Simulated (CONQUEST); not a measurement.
The system is Al3Au.

```xyz
8
Lattice="4.0507 0.0000 0.0000 0.0000 4.0507 0.0000 0.0000 0.0000 8.1132" Properties=species:S:1:pos:R:3 pbc="T T T"
Au    0.0000    0.0000    0.0000
Au    2.0253    2.0253    4.0566
Al    0.0000    0.0000    4.0566
Al    2.0253    2.0253    0.0000
Al    0.0000    2.0253    6.0849
Al    2.0253    0.0000    2.0283
Al    0.0000    2.0253    2.0283
Al    2.0253    0.0000    6.0849
```

The cell comes from a database or a generator and needn't be the stable form of this composition.

* Program: CONQUEST 1.3
* Task: single point
* Functional: PBEsol
* Potentials or basis: PseudoDojo NC PBEsol, DZP, grid cutoff 120 Ha
* k mesh: 7 × 7 × 4
* Occupations: fermi-dirac, width 0.05 eV
* Spin: no spin polarisation

On this cell: pressure -1.4 GPa; largest force under 0.003 eV/Å; band gap on the k mesh none (metal or under the smearing width).

The same run follows on a disturbed copy (atoms moved at random, drawn with an rms of 0.05 Å):

```xyz
8
Lattice="4.0507 0.0000 0.0000 0.0000 4.0507 0.0000 0.0000 0.0000 8.1132" Properties=species:S:1:pos:R:3 pbc="T T T"
Au    2.0056    2.0538    4.0571
Au    4.0309    0.0284    0.0005
Al    2.0220    2.0277    0.0683
Al    4.0473    0.0023    4.1249
Al    0.0034    1.9992    6.1584
Al    2.0287    4.0246    2.1018
Al    2.0056    4.0162    6.0589
Al    4.0310    1.9909    2.0023
```

**Question.** What changes?

**Answer.** The energy (extrapolated to zero smearing) moves by +4.3 meV/atom; pressure -1.2 GPa; largest force 0.286 eV/Å; band gap on the k mesh none (metal or under the smearing width).

Forces in eV/Å, atoms in the order of the input:
```
Au   0.001 -0.049  0.058
Au   0.001 -0.049  0.058
Al  -0.050  0.005 -0.215
Al  -0.050  0.005 -0.215
Al  -0.061  0.019 -0.111
Al  -0.061  0.019 -0.111
Al   0.086  0.052  0.267
Al   0.086  0.052  0.267
```

Stress tensor (GPa, compression positive):
```
-0.95  0.00 -0.01
 0.00 -1.25  0.02
-0.01  0.02 -1.35
```

The forces don't sum to zero, so they hold noise of the program's grid.

Caveats: the box holds several primitive cells, so bands are folded and the points are those of the box's own zone; the basis of atomic orbitals isn't converged, which shifts pressures, moduli and gaps.
